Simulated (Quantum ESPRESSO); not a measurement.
# Ta3Cu (I4/mmm) in Quantum ESPRESSO: reference runs

Aim: a first look at Ta3Cu with PBEsol, on the cell as given.

All numbers are computed with Quantum ESPRESSO 7.5; they aren't measurements. Logs are shortened: lines on timing, memory, paths and dates and some standing lists are left out, and cuts for length are marked.

### 1 The crystal as given

It takes space group I4/mmm (No. 139, tetragonal). The conventional cell has a = 4.013 Å, b = 4.013 Å, c = 8.416 Å, α = 90.00°, β = 90.00°, γ = 90.00°. Ta (site symmetry 4/mmm) is surrounded by 4 Cu at 2.84 Å and 8 Ta at 2.91 Å. Ta (site symmetry -4m2) has 8 Ta at 2.84 to 2.91 Å and 4 Cu at 2.91 Å as nearest neighbours. Cu (site symmetry 4/mmm) has 12 Ta at 2.84 to 2.91 Å as nearest neighbours.

The cell comes from a database or a generator and needn't be the stable form of this composition.

### 2 Single point, PBEsol

File pw.in:

```
&CONTROL
  calculation = 'scf'
  prefix = 'pwscf'
  outdir = './tmp'
  pseudo_dir = './pseudo'
  tprnfor = .true.
  tstress = .true.
  disk_io = 'low'
/
&SYSTEM
  ibrav = 0
  celldm(1) = 8
  nat = 4
  ntyp = 2
  ecutwfc = 56
  ecutrho = 448
  nbnd = 39
  occupations = 'smearing'
  smearing = 'fd'
  degauss = 0.00367493
/
&ELECTRONS
  conv_thr = 8d-10
  electron_maxstep = 120
  mixing_beta = 0.5
/
ATOMIC_SPECIES
Ta   180.9479 ta_pbesol_v1.uspp.F.UPF
Cu    63.5460 cu_pbesol_v1.2.uspp.F.UPF
CELL_PARAMETERS alat
 -0.4739685871431   0.4739685871431   0.9940360982333
  0.4739685871431  -0.4739685871431   0.9940360982333
  0.4739685871431   0.4739685871431  -0.9940360982333
ATOMIC_POSITIONS crystal
Ta     0.5000000000    0.5000000000    0.0000000000
Ta     0.2500000000    0.7500000000    0.5000000000
Ta     0.7500000000    0.2500000000    0.5000000000
Cu     0.0000000000    0.0000000000    0.0000000000
K_POINTS automatic
9 9 9 0 0 0
```

File pp_density.in:

```
&INPUTPP
  prefix = 'pwscf'
  outdir = './tmp'
  filplot = 'density.dat'
  plot_num = 0
/
&PLOT
  nfile = 1
  filepp(1) = 'density.dat'
  iflag = 3
  output_format = 6
  fileout = 'density.cube'
/
```

File pp_potential.in:

```
&INPUTPP
  prefix = 'pwscf'
  outdir = './tmp'
  filplot = 'potential.dat'
  plot_num = 11
/
&PLOT
  nfile = 1
  filepp(1) = 'potential.dat'
  iflag = 3
  output_format = 6
  fileout = 'potential.cube'
/
```

Potentials or basis: GBRV 1.5 PBEsol.

On the command line:

```bash
> OMP_NUM_THREADS=1 mpirun -n 2 pw.x -nk 2 -in pw.in > pw.out
> OMP_NUM_THREADS=1 mpirun -n 1 pp.x -in pp_density.in > pp_density.out
> OMP_NUM_THREADS=1 mpirun -n 1 pp.x -in pp_potential.in > pp_potential.out
```

pw.out:

```text
This program is part of the open-source Quantum ESPRESSO suite
     for quantum simulation of materials; please cite
         "P. Giannozzi et al., J. Phys.:Condens. Matter 21 395502 (2009);
         "P. Giannozzi et al., J. Phys.:Condens. Matter 29 465901 (2017);
         "P. Giannozzi et al., J. Chem. Phys. 152 154105 (2020);
     in publications or presentations arising from this work. More details at

     Message from routine setup:
     using ibrav=0 with symmetry is DISCOURAGED, use correct ibrav instead

     K-points division:     npool     =       2
     Subspace diagonalization in iterative solution of the eigenvalue problem:
     a serial algorithm will be used

     G-vector sticks info
     --------------------
     sticks:   dense  smooth     PW     G-vecs:    dense   smooth      PW
     Sum        3057    1513    467                73349    25841    4361

     Using Slab Decomposition

     bravais-lattice index     =            0
     lattice parameter (alat)  =       8.0000  a.u.
     unit-cell volume          =     457.3316 (a.u.)^3
     number of atoms/cell      =            4
     number of atomic types    =            2
     number of electrons       =        58.00
     number of Kohn-Sham states=           39
     kinetic-energy cutoff     =      56.0000  Ry
     charge density cutoff     =     448.0000  Ry
     scf convergence threshold =      8.0E-10
     mixing beta               =       0.5000
     number of iterations used =            8  plain     mixing
     Exchange-correlation= SLA  PW   PSX  PSC
                           (   1   4  10   8   0   0   0)

     celldm(1)=   8.000000  celldm(2)=   0.000000  celldm(3)=   0.000000
     celldm(4)=   0.000000  celldm(5)=   0.000000  celldm(6)=   0.000000

     crystal axes: (cart. coord. in units of alat)
               a(1) = (  -0.473969   0.473969   0.994036 )
               a(2) = (   0.473969  -0.473969   0.994036 )
               a(3) = (   0.473969   0.473969  -0.994036 )

     reciprocal axes: (cart. coord. in units 2 pi/alat)
               b(1) = ( -0.000000  1.054922  0.503000 )
               b(2) = (  1.054922 -0.000000  0.503000 )
               b(3) = (  1.054922  1.054922  0.000000 )

     PseudoPot. # 1 for Ta read from file:
     ta_pbesol_v1.uspp.F.UPF
     Pseudo is Ultrasoft + core correction, Zval = 13.0
     Generated by new atomic code, or converted to UPF format
     Using radial grid of  921 points,  7 beta functions with:
                l(1) =   0
                l(2) =   0
                l(3) =   1
                l(4) =   1
                l(5) =   2
                l(6) =   2
                l(7) =   3
     Q(r) pseudized with  6 coefficients,  rinner =    1.300   1.300   1.300
                                                       1.300   1.300   1.300
                                                       1.300

     PseudoPot. # 2 for Cu read from file:
     cu_pbesol_v1.2.uspp.F.UPF
     Pseudo is Ultrasoft + core correction, Zval = 19.0
     Generated by new atomic code, or converted to UPF format
     Using radial grid of  867 points,  6 beta functions with:
                l(1) =   0
                l(2) =   0
                l(3) =   1
                l(4) =   1
                l(5) =   2
                l(6) =   2
     Q(r) pseudized with  8 coefficients,  rinner =    1.150   1.150   1.150
                                                       1.150   1.150

     atomic species   valence    mass     pseudopotential
     Ta               13.00   180.94790     Ta( 1.00)
     Cu               19.00    63.54600     Cu( 1.00)

     16 Sym. Ops., with inversion, found

   Cartesian axes

     site n.     atom                  positions (alat units)
         1        Ta     tau(   1) = (   0.0000000   0.0000000   0.9940361  )
         2        Ta     tau(   2) = (   0.4739686   0.0000000   0.4970180  )
         3        Ta     tau(   3) = (   0.0000000   0.4739686   0.4970180  )
         4        Cu     tau(   4) = (   0.0000000   0.0000000   0.0000000  )

     number of k points=    75  Fermi-Dirac smearing, width (Ry)=  0.0037
                       cart. coord. in units 2pi/alat
        k(    1) = (   0.0000000   0.0000000   0.0000000), wk =   0.0027435
        k(    2) = (   0.1172136   0.1172136   0.0000000), wk =   0.0109739
        k(    3) = (   0.2344272   0.2344272   0.0000000), wk =   0.0109739
        k(    4) = (   0.3516407   0.3516407   0.0000000), wk =   0.0109739
        k(    5) = (   0.4688543   0.4688543   0.0000000), wk =   0.0109739
        k(    6) = (   0.1172136  -0.0000000   0.0558889), wk =   0.0219479
[... 67 lines left out ...]
        k(   74) = (  -0.0000000  -0.0000000   0.4471110), wk =   0.0054870
        k(   75) = (  -0.0000000   0.9377087  -0.0000000), wk =   0.0109739

     Dense  grid:    73349 G-vectors     FFT dimensions: (  72,  72,  72)

     Smooth grid:    25841 G-vectors     FFT dimensions: (  45,  45,  45)

     Initial potential from superposition of free atoms

     starting charge      56.9969, renormalised to      58.0000

     negative rho (up, down):  2.857E-01 0.000E+00
     Starting wfcs are   52 randomized atomic wfcs

     Self-consistent Calculation

     iteration #  1     ecut=    56.00 Ry     beta= 0.50
     Davidson diagonalization with overlap
     ethr =  1.00E-02,  avg # of iterations =  2.0

     negative rho (up, down):  2.886E-01 0.000E+00

     total energy              =    -828.34558816 Ry
     estimated scf accuracy    <       0.95453936 Ry

     iteration #  2     ecut=    56.00 Ry     beta= 0.50
     Davidson diagonalization with overlap
     ethr =  1.65E-03,  avg # of iterations =  2.6

     negative rho (up, down):  2.893E-01 0.000E+00

     total energy              =    -825.82739927 Ry
     estimated scf accuracy    <      36.73946733 Ry

     iteration #  3     ecut=    56.00 Ry     beta= 0.50
     Davidson diagonalization with overlap
     ethr =  1.65E-03,  avg # of iterations =  3.3

     negative rho (up, down):  2.925E-01 0.000E+00

     total energy              =    -828.75436350 Ry
     estimated scf accuracy    <       0.45679231 Ry

     iteration #  4     ecut=    56.00 Ry     beta= 0.50
     Davidson diagonalization with overlap
     ethr =  7.88E-04,  avg # of iterations =  1.0
[... 15 lines left out ...]
     iteration #  6     ecut=    56.00 Ry     beta= 0.50
     Davidson diagonalization with overlap
     ethr =  2.82E-04,  avg # of iterations =  1.0

     negative rho (up, down):  2.960E-01 0.000E+00

     total energy              =    -828.71692437 Ry
     estimated scf accuracy    <       0.07670563 Ry

     iteration #  7     ecut=    56.00 Ry     beta= 0.50
     Davidson diagonalization with overlap
     ethr =  1.32E-04,  avg # of iterations =  1.7

     negative rho (up, down):  2.957E-01 0.000E+00

     total energy              =    -828.72409086 Ry
     estimated scf accuracy    <       0.00053034 Ry

     iteration #  8     ecut=    56.00 Ry     beta= 0.50
     Davidson diagonalization with overlap
     c_bands:  1 eigenvalues not converged
     ethr =  9.14E-07,  avg # of iterations =  5.9

     negative rho (up, down):  2.957E-01 0.000E+00

     total energy              =    -828.72455253 Ry
     estimated scf accuracy    <       0.00007286 Ry

     iteration #  9     ecut=    56.00 Ry     beta= 0.50
     Davidson diagonalization with overlap
     ethr =  1.26E-07,  avg # of iterations =  2.0

     negative rho (up, down):  2.957E-01 0.000E+00

     total energy              =    -828.72455285 Ry
     estimated scf accuracy    <       0.00006981 Ry

     iteration # 10     ecut=    56.00 Ry     beta= 0.50
     Davidson diagonalization with overlap
     ethr =  1.20E-07,  avg # of iterations =  1.0

     negative rho (up, down):  2.957E-01 0.000E+00

     total energy              =    -828.72455421 Ry
     estimated scf accuracy    <       0.00000697 Ry

     iteration # 11     ecut=    56.00 Ry     beta= 0.50
     Davidson diagonalization with overlap
     ethr =  1.20E-08,  avg # of iterations =  2.0

     negative rho (up, down):  2.957E-01 0.000E+00
[... 8 lines left out ...]
     negative rho (up, down):  2.957E-01 0.000E+00

     total energy              =    -828.72455583 Ry
     estimated scf accuracy    <          4.9E-09 Ry

     iteration # 13     ecut=    56.00 Ry     beta= 0.50
     Davidson diagonalization with overlap
     ethr =  8.48E-12,  avg # of iterations =  4.5

     negative rho (up, down):  2.957E-01 0.000E+00

     total energy              =    -828.72455584 Ry
     estimated scf accuracy    <          7.8E-09 Ry

     iteration # 14     ecut=    56.00 Ry     beta= 0.50
     Davidson diagonalization with overlap
     ethr =  8.48E-12,  avg # of iterations =  2.0

     negative rho (up, down):  2.957E-01 0.000E+00

     End of self-consistent calculation

          k = 0.0000 0.0000 0.0000 (  3211 PWs)   bands (ev):

   -94.8742 -52.4066 -52.4066 -52.3622 -49.8973 -49.7800 -49.7373 -16.7921
   -16.6394 -16.6394 -16.4322 -16.4322 -16.2734 -15.8457 -15.8425 -15.8425
     9.3100  13.0334  13.8082  14.0060  14.3190  14.5448  14.5448  15.5751
    15.9068  16.1288  16.1288  17.6048  17.6048  17.8565  19.7549  20.0028
    20.2104  20.5593  22.0954  22.0954  23.1752  25.2237  25.4252

          k = 0.1172 0.1172 0.0000 (  3223 PWs)   bands (ev):

   -94.8742 -52.4067 -52.4066 -52.3622 -49.8901 -49.7806 -49.7438 -16.8015
   -16.6241 -16.5467 -16.5015 -16.4382 -16.2134 -15.9475 -15.8542 -15.8362
     9.6464  13.2668  13.9431  14.1106  14.4584  14.5216  14.6555  15.2428
    15.8162  16.1787  16.3359  17.3202  17.5130  17.8325  18.9049  20.1608
    20.3489  20.5940  21.6947  22.5435  22.9538  24.3358  24.5283

          k = 0.2344 0.2344 0.0000 (  3243 PWs)   bands (ev):

   -94.8742 -52.4068 -52.4067 -52.3622 -49.8715 -49.7826 -49.7600 -16.8412
   -16.6105 -16.5612 -16.4628 -16.3067 -16.1959 -16.1254 -15.8835 -15.8226
    10.5796  13.7583  14.1561  14.2236  14.2935  14.3700  14.5861  15.4212
    15.8337  16.4857  16.7409  16.8221  17.3770  17.6664  17.9294  19.7011
    20.3314  20.9370  20.9917  21.3871  23.7269  23.7769  24.3175

          k = 0.3516 0.3516 0.0000 (  3249 PWs)   bands (ev):

   -94.8742 -52.4068 -52.4067 -52.3622 -49.8487 -49.7864 -49.7784 -16.8950
   -16.7018 -16.5779 -16.4611 -16.3783 -16.0531 -16.0237 -15.9362 -15.8115
    11.9124  13.2703  13.6187  14.1732  14.5528  14.5688  14.6339  16.0545
    16.1567  16.2194  16.4627  16.9634  17.2770  17.5661  18.3952  18.5475
    20.4150  20.4443  21.2319  21.2743  22.7352  23.7354  23.8504
[... 547 lines left out ...]
   -94.8742 -52.4067 -52.4066 -52.3623 -49.8323 -49.8297 -49.7526 -16.7942
   -16.6450 -16.5144 -16.3690 -16.2765 -16.1946 -16.1624 -15.9687 -15.8731
    12.4045  12.5387  13.3457  13.5840  14.0238  14.0626  14.3788  15.1596
    15.7939  16.1013  16.3097  16.7758  17.3198  18.5903  19.1904  19.8485
    20.4714  21.1966  21.2999  22.2006  22.5282  22.8101  23.4656

          k =-0.0000-0.0000 0.4471 (  3207 PWs)   bands (ev):

   -94.8742 -52.4066 -52.4066 -52.3624 -49.8523 -49.8252 -49.7375 -16.7895
   -16.7895 -16.4947 -16.2594 -16.2340 -16.2340 -16.1805 -15.8837 -15.8837
    11.4807  12.2827  13.0523  13.2285  13.8022  13.8022  14.2133  15.2557
    15.6022  16.3309  16.3309  16.7516  18.0299  19.8655  20.0349  20.0349
    20.8226  20.8226  20.9163  23.0829  23.3469  23.3469  23.7197

          k =-0.0000 0.9377-0.0000 (  3205 PWs)   bands (ev):

   -94.8742 -52.4066 -52.4066 -52.3623 -49.8445 -49.8296 -49.7408 -16.7773
   -16.7747 -16.4841 -16.2697 -16.2256 -16.2255 -16.2120 -15.9095 -15.8829
    12.0320  12.0470  13.1019  13.2717  13.8351  13.8484  14.2566  15.1994
    15.6277  16.2695  16.4545  16.5917  18.1843  18.8152  19.6804  20.5073
    20.7811  21.0437  21.4592  22.3287  23.1219  23.3784  23.6041

     the Fermi energy is    17.7769 ev

!    total energy              =    -828.72455584 Ry
     estimated scf accuracy    <          1.6E-10 Ry
     smearing contrib. (-TS)   =      -0.00249403 Ry
     internal energy E=F+TS    =    -828.72206180 Ry

     The total energy is F=E-TS. E is the sum of the following terms:
     one-electron contribution =    -371.91361528 Ry
     hartree contribution      =     215.92528307 Ry
     xc contribution           =    -164.28949524 Ry
     ewald contribution        =    -508.44423435 Ry

     convergence has been achieved in  14 iterations

     negative rho (up, down):  2.957E-01 0.000E+00

     Forces acting on atoms (cartesian axes, Ry/au):

     atom    1 type  1   force =     0.00000000    0.00000000    0.00000000
     atom    2 type  1   force =    -0.00000000    0.00000000    0.00000000
     atom    3 type  1   force =     0.00000000   -0.00000000    0.00000000
     atom    4 type  2   force =     0.00000000    0.00000000   -0.00000000

     Total force =     0.000000     Total SCF correction =     0.000000

     Computing stress (Cartesian axis) and pressure

     negative rho (up, down):  2.957E-01 0.000E+00
          total   stress  (Ry/bohr**3)                   (kbar)     P=      -64.42
  -0.00043072  -0.00000000  -0.00000000          -63.36       -0.00       -0.00
  -0.00000000  -0.00043072  -0.00000000           -0.00      -63.36       -0.00
  -0.00000000  -0.00000000  -0.00045241           -0.00       -0.00      -66.55

=------------------------------------------------------------------------------=
   JOB DONE.
=------------------------------------------------------------------------------=
```

Run time: 3.2 min. Hardware: 2 MPI ranks of Intel Xeon Platinum 8259CL at 2.50GHz (Skylake/Cascade Lake), shared host; peak memory 0.76 GiB.

What came out:

```
Free energy            : -11275.3720 eV
Pressure               : -6.4 GPa
Band gap on the k mesh : none (metal or under the smearing width)
```

The run has no spin-orbit coupling, so splittings on Ta are missing.
